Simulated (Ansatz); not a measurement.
# Ti2PS: one geometry, two states

Aim: solve Ti2PS (a structure type of another compound, with these elements put in) from each of its saved states, at one geometry and mesh, and see which is lowest and how they differ.

Method: DFT, r2SCAN, with U_eff = 3.05 eV on Ti d, plane waves, PAW, in Ansatz 0.2.0.

## 1. The structure

It takes space group P6_3/mmc (No. 194, hexagonal). Conventional cell: a = 3.374 Å, b = 3.374 Å, c = 11.774 Å, α = 90.00°, β = 90.00°, γ = 120.00°. Around Ti (site symmetry 3m) lie 3 P at 2.27 Å and 3 S at 2.64 Å. Around P (site symmetry -3m) lie 6 Ti at 2.27 Å. S (site symmetry -6m2) has 6 Ti at 2.64 Å as nearest neighbours.

The coordinates stand in the input below.

The states: A, no atom with a moment over 0.3 μB (no spin polarisation); B, Ti1 up, Ti2 down, Ti3 up, Ti4 down (collinear spin). Each run reads its own saved solution as saved_state.

## 2. State A: the run

File input.yaml:

```yaml
crystal:
  lattice:
    - [1.68722634, 2.92235982, 0.0]
    - [-1.68722634, 2.92235982, 0.0]
    - [0.0, 0.0, 11.77378867]
  atoms:
    - { symbol: Ti, position: [0.33333, 0.33334, 0.099] }
    - { symbol: Ti, position: [0.66666, 0.66667, 0.599] }
    - { symbol: Ti, position: [0.33333, 0.33334, 0.401] }
    - { symbol: Ti, position: [0.66667, 0.66667, 0.901] }
    - { symbol: P, position: [0.0, 0.0, 0.0] }
    - { symbol: P, position: [0.0, 0.0, 0.5] }
    - { symbol: S, position: [0.66667, 0.66666, 0.25] }
    - { symbol: S, position: [0.33334, 0.33333, 0.75] }
kpoints:
  mp_grid: { grid: [8, 8, 2], shift: [0, 0, 0] }
magnetization:
  spin_polarized: false
scf:
  occupations: { method: fermi_dirac }
  lower_state_search: "off"
  max_iter: 200
hamiltonian:
  pseudopotentials: { kind: paw }
  xc: r2scan
  hubbard:
    projectors: all-electron-ortho-atomic
    sites: [{ species: Ti, l: d, u_eff: 3.05 }]
basis:
  ecutwfc: 500
  fft_grid_basis: typed
output:
  forces: true
  stress: true
  eigenvalues: true
  bader: true
  populations: true
  elf: true
  write_potential: true
  volumetric_format: npy
  dos:
    e_range: [-12, 8]
    de: 0.05
    projected: { site_lists: { P: [P], S: [S], Ti: [Ti] } }
checkpoint:
  read: saved_state
```

The log of the run (excerpt; [...] marks lines left out):

```text
Warning: the atoms were moved onto the symmetric positions of the space group found under crystal.symmetry.tolerance 1.0e-5 (fractional; no operation is sought that the atoms, as they stand in a round, miss by more than twice it, and no atom is moved by as much as it), and the run uses [...]
Warning: RAYON_NUM_THREADS=1 ignored (pool sized by the plan → 1); use --threads N
Ti: projections on atomic orbitals take those of the free atom [Ne] 3s2 3p6 3d2 4s2, of charge +0.00 (hamiltonian.pseudopotentials.projection_atoms); the dataset's partial waves leave at most 4.1e-7 of an orbital's norm unspanned inside its sphere
P: projections on atomic orbitals take those of the free atom [Ne] 3s2 3p3, of charge +0.00 (hamiltonian.pseudopotentials.projection_atoms); the dataset's partial waves leave at most 1.0e-7 of an orbital's norm unspanned inside its sphere
S: projections on atomic orbitals take those of the free atom [Ne] 3s2 3p4, of charge +0.00 (hamiltonian.pseudopotentials.projection_atoms); the dataset's partial waves leave at most 1.6e-7 of an orbital's norm unspanned inside its sphere
[...]
Pseudopotentials: kind: paw
Pseudopotential: Ti, paw, valence charge 12, recommended cutoff 500 eV (meta_gga), Ti.paw.azcp
Pseudopotential: P, paw, valence charge 5, recommended cutoff 500 eV (meta_gga), P.paw.azcp
Pseudopotential: S, paw, valence charge 6, recommended cutoff 500 eV (meta_gga), S.paw.azcp
Functional definition: r2SCAN
[...]
Crystal: 8 atoms, lattice volume = 116.106 Å³
[...]
SCF converged after 6 iterations
Free energy (F): -13344.822202 eV
[...]
E sigma→0 (E₀):  -13344.766610 eV
Entropy (-TS):   -0.111184 eV (-13.898 meV/atom)
Fermi energy:    14.269666 eV
[...]
--- Forces (eV/Å), atoms counted from 1 ---
  atom   1  Ti     0.00000000     0.00000000     3.14651943
  atom   2  Ti     0.00000000     0.00000000     3.14651943
  atom   3  Ti    -0.00000000     0.00000000    -3.14651943
  atom   4  Ti    -0.00000000     0.00000000    -3.14651943
  atom   5  P      0.00000000     0.00000000     0.00000000
  atom   6  P     -0.00000000     0.00000000     0.00000000
  atom   7  S      0.00000000     0.00000000    -0.00000000
  atom   8  S     -0.00000000    -0.00000000     0.00000000
[...]
--- Stress (GPa, compression-positive) ---
       25.869077      -0.000000      -0.000000
       -0.000000      25.869077       0.000000
       -0.000000       0.000000      10.117960
  P = ⅓ Tr σ = 20.6187 GPa (206.187 kbar)
--- Band table (eV; the first three rows and the last of 20) ---
[...]
Occupation matrices written to <dir>
--- Löwdin populations: 8 sites ---
  site symbol       q [e]
     0     Ti     11.4437
     1     Ti     11.4437
     2     Ti     11.4437
     3     Ti     11.4437
     4      P      5.3012
     5      P      5.3012
     6      S      6.5177
     7      S      6.5177
  spilling = 0.008389 (of n_electrons = 70.000000)
--- Bader charges: 8 sites ---
  site symbol  charge [e]  shift [e]
     0     Ti      1.5503     0.0007
     1     Ti      1.5503     0.0007
     2     Ti      1.5503     0.0007
     3     Ti      1.5503     0.0007
     4      P     -1.8171     0.0016
     5      P     -1.8171     0.0016
     6      S     -1.2836     0.0002
     7      S     -1.2836     0.0002
  estimated error of the sums over rays = 6.1e-4 e
```

Wall time 1.7 min (1 thread, shared host); peak memory 0.76 GiB.

## 3. State A: levels and charges

Counts of states in windows (eV from the Fermi level; tetrahedra), total and projected:

| from | to | total | P p | S p | Ti d |
| --- | --- | --- | --- | --- | --- |
| -8.0 | -7.0 | 0.82 | 0.26 | 0.25 | 0.15 |
| -7.0 | -6.0 | 4.66 | 1.33 | 1.82 | 0.78 |
| -6.0 | -5.0 | 4.03 | 1.26 | 1.59 | 0.81 |
| -5.0 | -4.0 | 8.41 | 2.95 | 2.49 | 2.67 |
| -4.0 | -3.0 | 4.96 | 1.15 | 2.28 | 1.38 |
| -3.0 | -2.0 | 1.47 | 0.12 | 0.67 | 0.62 |
| -2.0 | -1.0 | 3.15 | 0.08 | 0.17 | 2.69 |
| -1.0 | 0.0 | 2.24 | 0.04 | 0.12 | 1.96 |
| 0.0 | 1.0 | 5.60 | 0.09 | 0.29 | 4.87 |

The bands computed are complete only to about 1.4 eV above the Fermi level.

Gathered by element (positive charge: electrons given up): Löwdin charges also hold the electrons that the projection spills.

| element | atoms | Bader charge (e) | Bader volume (Å³) | Löwdin charge (e) |
| --- | --- | --- | --- | --- |
| Ti | 4 | +1.55 | 9.1 | +0.56 |
| P | 2 | -1.82 | 18.4 | -0.30 |
| S | 2 | -1.28 | 21.6 | -0.52 |

Löwdin charges rest on a small set of atomic orbitals that misses 0.8 % of the electrons, so they need not add up to the cell's charge and can differ from Bader's even in sign.

Occupation eigenvalues of the Hubbard shells:

| atom | shell | spin | eigenvalues |
| --- | --- | --- | --- |
| Ti1 | d | each | 0.23 0.28 0.28 0.35 0.35 |
| Ti2 | d | each | 0.23 0.28 0.28 0.35 0.35 |
| Ti3 | d | each | 0.23 0.28 0.28 0.35 0.35 |
| Ti4 | d | each | 0.23 0.28 0.28 0.35 0.35 |

## 4. Run from state B

input.yaml, as its differences from that of step 2:

```diff
@@ -6,6 +6,6 @@
   atoms:
-    - { symbol: Ti, position: [0.33333, 0.33334, 0.099] }
-    - { symbol: Ti, position: [0.66666, 0.66667, 0.599] }
-    - { symbol: Ti, position: [0.33333, 0.33334, 0.401] }
-    - { symbol: Ti, position: [0.66667, 0.66667, 0.901] }
+    - { symbol: Ti, position: [0.33333, 0.33334, 0.099], spin: 1.0 }
+    - { symbol: Ti, position: [0.66666, 0.66667, 0.599], spin: -1.0 }
+    - { symbol: Ti, position: [0.33333, 0.33334, 0.401], spin: 1.0 }
+    - { symbol: Ti, position: [0.66667, 0.66667, 0.901], spin: -1.0 }
     - { symbol: P, position: [0.0, 0.0, 0.0] }
@@ -14,6 +14,21 @@
     - { symbol: S, position: [0.33334, 0.33333, 0.75] }
+  symmetry: { detect: false, time_reversal: true }
 kpoints:
   mp_grid: { grid: [8, 8, 2], shift: [0, 0, 0] }
+  band_path:
+    path:
+      - [0.0, 0.0, 0.0]
+      - [0.49999996, -1.6e-07, 0.0]
+      - [0.6666665, 0.33333309, 0.0]
+      - [0.0, 0.0, 0.0]
+      - [0.0, 0.0, 0.5]
+      - [0.49999996, -1.6e-07, 0.5]
+      - [0.6666665, 0.33333309, 0.5]
+      - [0.0, 0.0, 0.5]
+      - [0.49999996, -1.6e-07, 0.5]
+      - [0.49999996, -1.6e-07, 0.0]
+      - [0.6666665, 0.33333309, 0.5]
+    npoints: 6
 magnetization:
-  spin_polarized: false
+  spin_polarized: true
 scf:
```

The log of the run (excerpt; [...] marks lines left out):

```text
Warning: RAYON_NUM_THREADS=1 ignored (pool sized by the plan → 1); use --threads N
Ti: projections on atomic orbitals take those of the free atom [Ne] 3s2 3p6 3d2 4s2, of charge +0.00 (hamiltonian.pseudopotentials.projection_atoms); the dataset's partial waves leave at most 4.1e-7 of an orbital's norm unspanned inside its sphere
P: projections on atomic orbitals take those of the free atom [Ne] 3s2 3p3, of charge +0.00 (hamiltonian.pseudopotentials.projection_atoms); the dataset's partial waves leave at most 1.0e-7 of an orbital's norm unspanned inside its sphere
S: projections on atomic orbitals take those of the free atom [Ne] 3s2 3p4, of charge +0.00 (hamiltonian.pseudopotentials.projection_atoms); the dataset's partial waves leave at most 1.6e-7 of an orbital's norm unspanned inside its sphere
[...]
Pseudopotentials: kind: paw
[...]
        0.000312       0.000500      17.596945
  P = ⅓ Tr σ = 29.3589 GPa (293.589 kbar)
--- Band table (eV; the first three rows and the last of 136) ---
[...]
Occupation matrices written to <dir>
--- Löwdin populations: 8 sites ---
  site symbol       q [e]    m [muB]
     0     Ti     11.4003     1.0296
     1     Ti     11.4003    -1.0296
     2     Ti     11.4003     1.0296
     3     Ti     11.4003    -1.0296
     4      P      5.3827     0.0000
     5      P      5.3827     0.0000
     6      S      6.5565    -0.0636
     7      S      6.5565     0.0636
  spilling = 0.007434 (of n_electrons = 70.000000)
--- Bader charges: 8 sites ---
  site symbol  charge [e]  shift [e]    m [muB]
     0     Ti      1.5117     0.0007     0.8761
     1     Ti      1.5117     0.0007    -0.8761
     2     Ti      1.5117     0.0007     0.8761
     3     Ti      1.5117     0.0007    -0.8761
     4      P     -1.7388     0.0016     0.0000
     5      P     -1.7388     0.0016     0.0000
     6      S     -1.2846     0.0002     0.0272
     7      S     -1.2846     0.0002    -0.0272
  estimated error of the sums over rays = 5.8e-4 e
```

Wall time 11 min (1 thread of an Arm CPU, shared host); peak memory 1.4 GiB.

## 5. What state B looks like

States per cell by energy window, from dos.tsv and pdos.tsv (tetrahedra; eV from the Fermi level):

| from | to | total | up | down | P p | S p | Ti d |
| --- | --- | --- | --- | --- | --- | --- | --- |
| -8.0 | -7.0 | 0.30 | 0.15 | 0.15 | 0.09 | 0.09 | 0.06 |
| -7.0 | -6.0 | 3.93 | 1.96 | 1.96 | 1.22 | 1.25 | 0.76 |
| -6.0 | -5.0 | 4.06 | 2.03 | 2.03 | 1.19 | 1.73 | 0.71 |
| -5.0 | -4.0 | 6.93 | 3.47 | 3.47 | 2.17 | 2.40 | 2.05 |
| -4.0 | -3.0 | 6.88 | 3.44 | 3.44 | 2.09 | 2.44 | 2.15 |
| -3.0 | -2.0 | 2.15 | 1.07 | 1.07 | 0.22 | 1.09 | 0.77 |
| -2.0 | -1.0 | 3.56 | 1.78 | 1.78 | 0.25 | 0.33 | 2.78 |
| -1.0 | 0.0 | 2.09 | 1.04 | 1.04 | 0.09 | 0.15 | 1.76 |
| 0.0 | 1.0 | 3.19 | 1.59 | 1.59 | 0.10 | 0.18 | 2.69 |
| 1.0 | 2.0 | 7.62 | 3.81 | 3.81 | 0.17 | 0.40 | 6.49 |

The bands computed are complete only to about 2.4 eV above the Fermi level.

Gathered by element (positive charge: electrons given up): Löwdin charges also hold the electrons that the projection spills.

| element | atoms | Bader charge (e) | Bader volume (Å³) | Löwdin charge (e) | Bader moment, size (μB) |
| --- | --- | --- | --- | --- | --- |
| Ti | 4 | +1.51 | 9.2 | +0.60 | 0.88 |
| P | 2 | -1.74 | 18.1 | -0.38 | 0.00 |
| S | 2 | -1.28 | 21.6 | -0.56 | 0.03 |

The Löwdin projection spills 0.7 % of the electrons and depends on the orbitals chosen; where it disagrees with Bader's partition, neither is an observable.

Occupation eigenvalues of the Hubbard shells:

| atom | shell | spin | eigenvalues |
| --- | --- | --- | --- |
| Ti1 | d | up | 0.17 0.27 0.32 0.44 0.79 |
| Ti1 | d | down | 0.15 0.16 0.20 0.23 0.24 |
| Ti2 | d | up | 0.15 0.16 0.20 0.23 0.24 |
| Ti2 | d | down | 0.17 0.27 0.32 0.44 0.79 |
| Ti3 | d | up | 0.17 0.27 0.32 0.44 0.79 |
| Ti3 | d | down | 0.15 0.16 0.20 0.23 0.24 |
| Ti4 | d | up | 0.15 0.16 0.20 0.23 0.24 |
| Ti4 | d | down | 0.17 0.27 0.32 0.44 0.79 |

The main site moments: Ti1 up, Ti2 down, Ti3 up, Ti4 down.

## 6. Comparison

| state | free energy (meV/atom) | largest site moment (μB) | size of the net moment (μB/cell) | gap (eV) | pressure (GPa) | largest force (eV/Å) | SCF cycles |
| --- | --- | --- | --- | --- | --- | --- | --- |
| A | 21.0 | – | – | metal | 20.6 | 3.15 | 6 |
| B | 0.0 | 0.73 | 0.00 | metal | 29.4 | 4.09 | 17 |

**Reading.** State B wins by 21.0 meV per atom over A. The atoms are far from rest (forces to 4.1 eV/Å), so order and character hold for this geometry alone. At the same volume their pressures differ by 8.7 GPa, the state with the larger moments having the higher pressure, so it wants the larger volume. Not all runs allow spin: where it is off, the gap in energy is mostly the cost of forbidding moments, not two ends of one search.
